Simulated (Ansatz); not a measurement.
# AlGaH (doublet): B97M-V, PBE0 over a scan of the distance Al1–H3, 6-31G

How well do these functionals follow the top wave-function level for AlGaH (doublet) over a scan of the distance Al1–H3?

The runs use Ansatz 0.2.0, Gaussian basis; 6-31G, all electrons in the functionals.

To be run: B97M-V, PBE0, at 1.313 Å; 1.426 Å; 1.622 Å; 1.818 Å; 1.935 Å; 2.257 Å; 2.538 Å; 3.063 Å; 3.635 Å; 4.378 Å; 5.629 Å.

21 further runs of the same task are left out: 2 for a known fault of the program, 15 that didn't finish, 4 set aside as unsound or not needed.

### Step 1. What is computed

The geometry derives from a PBE0/def2-TZVP stationary point (not a proven minimum). One bond is set to the value named and the two fragments are kept rigid. No spin-orbit coupling is included. The filled d shell of Ga may be among the frozen orbitals whatever the setting's name suggests; the logs give the count.

3 atoms, charge 0, spin multiplicity 2.

Atoms are counted from 1 here; the program's logs count them from 0.

Bond lengths: Al1–Ga2 2.671 Å, Al1–H3 1.622 Å. Angles: Ga2–Al1–H3 180.0°.

No dispersion term is added; B97M-V holds VV10 nonlocal correlation.

The geometry shown and the zero of energy belong to the point 1.622 Å. The yardstick, FCI, and other wave-function levels (R restricted, U unrestricted, valence and pair active spaces) come from earlier runs.

### Step 2. B97M-V, 1.313 Å

in.yaml reads:

```yaml
crystal:
  periodic: [false, false, false]
  atoms:
    - {symbol: Al, position_ang: [0.000000, 0.000000, -0.452500]}
    - {symbol: Ga, position_ang: [0.000000, 0.000000, 2.218000]}
    - {symbol: H, position_ang: [0.000000, 0.000000, -1.765500]}
basis:
  gaussian: {orbitals: 6-31G}
magnetization: {spin_polarized: true, initial_magnetization: 1}
hamiltonian: {xc: {name: B97M-V}}
```

Command:

```bash
ansatz run in.yaml --threads 1 --pin off --events-out ev --progress --plain --max-ram 2393MiB
```

After this run come: B97M-V, 1.426 Å; B97M-V, 1.622 Å; B97M-V, 1.818 Å; B97M-V, 1.935 Å; B97M-V, 2.257 Å; B97M-V, 2.538 Å; B97M-V, 3.063 Å; B97M-V, 3.635 Å; B97M-V, 4.378 Å; B97M-V, 5.629 Å; PBE0, 1.313 Å; PBE0, 1.426 Å; PBE0, 1.622 Å; PBE0, 1.818 Å; PBE0, 1.935 Å; PBE0, 2.257 Å; PBE0, 2.538 Å; PBE0, 3.063 Å; PBE0, 3.635 Å; PBE0, 4.378 Å; PBE0, 5.629 Å.

Q: Predict the results of all the runs planned. Wanted: span of the FCI curve; largest miss, B97M-V; largest miss, PBE0.

**Answer**, as computed:

| quantity | value |
| --- | --- |
| span of the FCI curve | 2.123 eV |
| largest miss, B97M-V | +0.731 eV (4.378 Å) |
| largest miss, PBE0 | +0.448 eV (3.063 Å) |

What this shows: Of the functionals, PBE0 keep the smallest largest miss at the points compared (at most 0.448 eV) and B97M-V strays most (0.731 eV, at 4.378 Å). B97M-V, PBE0 clearly break the spin symmetry at some points (⟨S²⟩ up to 1.00 above the pure value), so energy there is bought with a mixed spin. Functionals and the yardstick converge differently with the basis, so part of each miss in 6-31G is the basis.
